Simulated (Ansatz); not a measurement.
# Cl2FH3OSi2: molecular dynamics

Aim: follow the molecule's vibrations and see whether its bonds hold. The start is relaxed first. Runs: 300 steps of 0.5 fs under a Langevin thermostat at 3000 K. SMILES of the start: F[Si](Cl)(Cl)O[SiH3].

Program: Ansatz 0.2.0. Level of theory: RKS BLYP/STO-3G. These are calculated values, not measurements.

### Step 1. The system as given

Bond lengths: Si1–O2 1.680 Å, O2–Si3 1.680 Å, Si3–H4 1.460 Å, Si3–H5 1.460 Å, Si3–H6 1.460 Å, Si1–Cl7 2.130 Å, Si1–Cl8 2.128 Å, Si1–F9 1.589 Å. Angles: Si1–O2–Si3 125.0°, O2–Si1–Cl7 109.4°, O2–Si1–Cl8 109.5°, O2–Si1–F9 109.5°, Cl7–Si1–Cl8 109.5°, Cl7–Si1–F9 109.5°, Cl8–Si1–F9 109.5°, O2–Si3–H4 109.5°, O2–Si3–H5 109.5°, O2–Si3–H6 109.5°, H4–Si3–H5 109.4°, H4–Si3–H6 109.4°, H5–Si3–H6 109.4°.

Structure file:

```xyz
9

Si    0.0000    0.0000    0.0000
O     0.0000    0.0000    1.6800
Si   -1.3147   -0.4067    2.6436
H    -2.2390   -1.2403    1.8804
H    -0.8506   -1.1432    3.8157
H    -1.9987    0.8095    3.0733
Cl    2.0086    0.0000   -0.7093
Cl   -1.0032    1.7381   -0.7093
F    -0.7489   -1.2974   -0.5295
```

### Step 2. Relaxing the start

input.yaml

```yaml
crystal:
  periodic: [false, false, false]
  atoms:
    - { symbol: Si, position_ang: [0.0, 0.0, 0.0] }
    - { symbol: O, position_ang: [0.0, 0.0, 1.68] }
    - { symbol: Si, position_ang: [-1.3147, -0.4067, 2.6436] }
    - { symbol: H, position_ang: [-2.239, -1.2403, 1.8804] }
    - { symbol: H, position_ang: [-0.8506, -1.1432, 3.8157] }
    - { symbol: H, position_ang: [-1.9987, 0.8095, 3.0733] }
    - { symbol: Cl, position_ang: [2.0086, 0.0, -0.7093] }
    - { symbol: Cl, position_ang: [-1.0032, 1.7381, -0.7093] }
    - { symbol: F, position_ang: [-0.7489, -1.2974, -0.5295] }
basis:
  gaussian: { orbitals: STO-3G }
hamiltonian:
  xc: blyp
relax:
  f_tol: 0.02
  max_steps: 40
```

On the command line:

```
$ ansatz run input.yaml --threads 1 --pin off --max-ram 2048MiB --backend cpu --events-out ev --progress --plain --runs-dir out
```

After this run come: The run.

Q: Predict the outcome of this session. Wanted: relaxation of the start; temperature, first and last step; temperature, second half; potential energy, second half; bonds formed or broken.

As calculated:

| quantity | value |
| --- | --- |
| relaxation of the start | 31 moves, 0.259 eV lower |
| length | 300 steps of 0.5 fs |
| temperature, first and last step | 2667 and 2542 K |
| temperature, second half | mean 2455 K, from 1181 to 4604 K |
| potential energy, second half | +286 meV/atom from the start |
| bonds formed or broken | 0 |

**Reading.** Against a set 3000 K the second half averages 2455 K with a spread of 783 K; 286 meV/atom has gone into potential energy, and a thermostat that acts over some 100 fs has not made it up in 150 fs. The bonds all hold. Averages from a run of 150 fs with 9 atoms are rough. The nuclei move classically, without zero-point motion, which matters most for hydrogen. In so small a basis the energies are only a sketch.
